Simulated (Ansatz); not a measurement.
# FeNi2: one candidate of a structure search

Where does this trial cell of FeNi2 go when cell and atoms are let free?

Computed with Ansatz 0.2.0 (DFT PBE, scalar-relativistic, plane waves, PAW, unless a step's input says otherwise).

2 further runs of the same task are left out: 1 that didn't finish, 1 set aside as unsound or not needed.

## (1) The starting structure

Symmetry: Cmmm, No. 65, orthorhombic system. Conventional cell: a = 3.699 Å, b = 4.301 Å, c = 3.853 Å, α = 90.00°, β = 90.00°, γ = 90.00°. Fe (site symmetry mmm) has 2 Ni at 1.93 Å as nearest neighbours. Ni (site symmetry mmm) has 2 Ni at 1.85 Å and 2 Fe at 1.93 Å as nearest neighbours. Ni (site symmetry mmm) has 2 Ni at 1.85 Å as nearest neighbours.

As a file:

```xyz
3
Lattice="1.8493 -2.1505 0.0000 1.8493 2.1505 0.0000 0.0000 0.0000 3.8529" Properties=species:S:1:pos:R:3 pbc="T T T"
Fe    0.0000    0.0000    1.9265
Ni    0.0000    0.0000    0.0000
Ni    1.8493    0.0000    0.0000
```

Recipe of the guess: random cell by space group and Wyckoff sites (Cmmm, No. 65). The dimensions are guesses.

## (2) Probe: one point on a coarse mesh

Input file input.yaml:

```yaml
crystal:
  lattice:
    - [1.84928107, -2.15045053, 0.0]
    - [1.84928107, 2.15045053, 0.0]
    - [0.0, 0.0, 3.85290536]
  atoms:
    - { symbol: Fe, position: [0.0, 0.0, 0.5], spin: 4.0 }
    - { symbol: Ni, position: [0.0, 0.0, 0.0], spin: 2.0 }
    - { symbol: Ni, position: [0.5, 0.5, 0.0], spin: 2.0 }
basis:
  ecutwfc: 420
kpoints:
  mp_grid: { grid: [6, 6, 4] }
hamiltonian:
  xc: pbe
scf:
  occupations: { method: gaussian, width: 0.1 }
  lower_state_search: "off"
output:
  forces: true
  stress: true
  eigenvalues: true
  populations: true
magnetization:
  spin_polarized: true
```

Command:

```bash
$ ansatz run input.yaml --threads 4 --pin off --max-ram 8192MiB --backend cpu --events-out ev --progress --plain --runs-dir out
```

The session goes on with these runs: a loose first relaxation; relaxation on the finer mesh.

Q: Predict the outcome of this session. Wanted: conventional cell; volume; energy over the elements; gap on the mesh; total moment.

The runs gave:

| quantity | value |
| --- | --- |
| symmetry at the end (tolerance 0.05 Å) | space group P4/mmm (No. 123) |
| conventional cell | a = 3.173 Å, b = 3.173 Å, c = 4.490 Å, α = 90.00°, β = 90.00°, γ = 90.00° |
| volume | 15.07 Å³/atom |
| energy over the elements | +1.02 eV/atom |
| gap on the mesh | none (metal) |
| total moment | 4.41 μB/cell |

What this shows: The symmetry goes from space group Cmmm (No. 65) to space group P4/mmm (No. 123), and the volume per atom grows by 47.5 % from the first guess. The formation energy is positive, so the separate elements lie lower. No finished test with a distortion of lower symmetry is shown, so the end may be a saddle point. Other magnetic orders were not searched.
